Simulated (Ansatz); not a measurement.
# H₇NOSiSn: a ladder of functionals and wavefunction methods

The task here is to estimate one member of a computed series from the others.

Method: functionals in def2-TZVPP, the program's frozen cores in correlated methods; program: Ansatz 0.2.0, Gaussian basis.

Levels to be run: PBE-D4, r2SCAN-D4, PBE0-D4, B3LYP-D4, ωB97X-V, ωB97M-V, B2PLYP; CCSD(T)/def2-TZVPP; MP2/def2-QZVPP; extrapolation to the limit.

## Structure used throughout

An earlier PBE0-D4 in a triple-zeta def2 set relaxation fixed the geometry. Sn takes the def2 core potential; no spin-orbit term is included.

SMILES `[NH2][SnH2][SiH2]O`, 11 atoms, charge 0, spin multiplicity 1.

Atoms are counted from 1 here; the program's logs count them from 0.

Bond lengths: N1–Sn2 2.081 Å, N1–H5 1.013 Å, N1–H6 1.013 Å, Sn2–Si3 2.573 Å, Sn2–H7 1.710 Å, Sn2–H8 1.711 Å, Si3–O4 1.639 Å, Si3–H9 1.487 Å, Si3–H10 1.487 Å, O4–H11 0.986 Å. Angles: Sn2–N1–H5 113.0°, Sn2–N1–H6 113.0°, H5–N1–H6 106.8°, N1–Sn2–Si3 90.1°, N1–Sn2–H7 107.1°, N1–Sn2–H8 107.2°, Si3–Sn2–H7 120.0°, Si3–Sn2–H8 120.1°, H7–Sn2–H8 108.8°, Sn2–Si3–O4 97.5°, Sn2–Si3–H9 113.3°, Sn2–Si3–H10 113.4°, O4–Si3–H9 112.3°, O4–Si3–H10 112.2°, H9–Si3–H10 108.0°, Si3–O4–H11 111.0°.

Set-up of the first run:

Contents of in.yaml:

```yaml
crystal:
  periodic: [false, false, false]
  atoms:
    - {symbol: N, position_ang: [-1.514489, 0.581035, -0.260252]}
    - {symbol: Sn, position_ang: [0.496868, 0.970509, -0.623643]}
    - {symbol: Si, position_ang: [1.145214, -1.173056, 0.643762]}
    - {symbol: O, position_ang: [-0.371868, -1.662544, 1.026793]}
    - {symbol: H, position_ang: [-2.055883, 0.470199, -1.108917]}
    - {symbol: H, position_ang: [-1.966127, 1.306522, 0.283219]}
    - {symbol: H, position_ang: [0.695168, 1.054842, -2.320495]}
    - {symbol: H, position_ang: [0.845816, 2.504095, 0.048879]}
    - {symbol: H, position_ang: [1.975307, -0.914895, 1.850561]}
    - {symbol: H, position_ang: [1.859798, -2.165414, -0.202650]}
    - {symbol: H, position_ang: [-1.044403, -1.028193, 0.683243]}
basis:
  gaussian: {orbitals: def2-TZVPP}
hamiltonian: {xc: pbe, dispersion: d4}
output: {forces: true, orbitals: {seedname: orbitals}}
```

Started as:

```sh
$ ansatz run in.yaml --threads 4 --pin off --events-out ev --progress --plain --max-ram 10444MiB
```

Among the steps run: PBE-D4 (GGA); r2SCAN-D4 (meta-GGA); PBE0-D4 (hybrid); B3LYP-D4 (hybrid); ωB97X-V (range-separated); ωB97M-V (range-separated); B2PLYP (double hybrid); CCSD(T) in def2-TZVPP; MP2 in def2-QZVPP.

One table of the session follows, with a row left open; its other results are not shown here.

It belongs to the step «Atomisation energies». 

| method | atomisation energy (kJ/mol) |
| --- | --- |
| PBE-D4 | ? |
| r2SCAN-D4 | 3320.3 |
| PBE0-D4 | 3289.2 |
| B3LYP-D4 | 3331.2 |
| ωB97X-V | 3363.1 |
| ωB97M-V | 3341.1 |
| B2PLYP | 3283.5 |
| HF/def2-TZVPP | 2280.5 |
| MP2/def2-TZVPP | 3251.1 |
| CCSD/def2-TZVPP | 3201.0 |
| CCSD(T)/def2-TZVPP | 3251.8 |
| MP2/CBS | 3363.4 |
| CCSD(T)/CBS | 3364.1 |

**Question.** Estimate the row for PBE-D4.

**Answer.** atomisation energy (kJ/mol): 3349.4. In the column «atomisation energy (kJ/mol)» it lies between ωB97M-V (3341.1) and ωB97X-V (3363.1).

Limits of these values: Free atoms (1 N, 1 Sn, 1 Si, 1 O, 7 H) were run apart at each level; the atomisation energy is their sum less the molecule, without zero-point or spin-orbit terms.
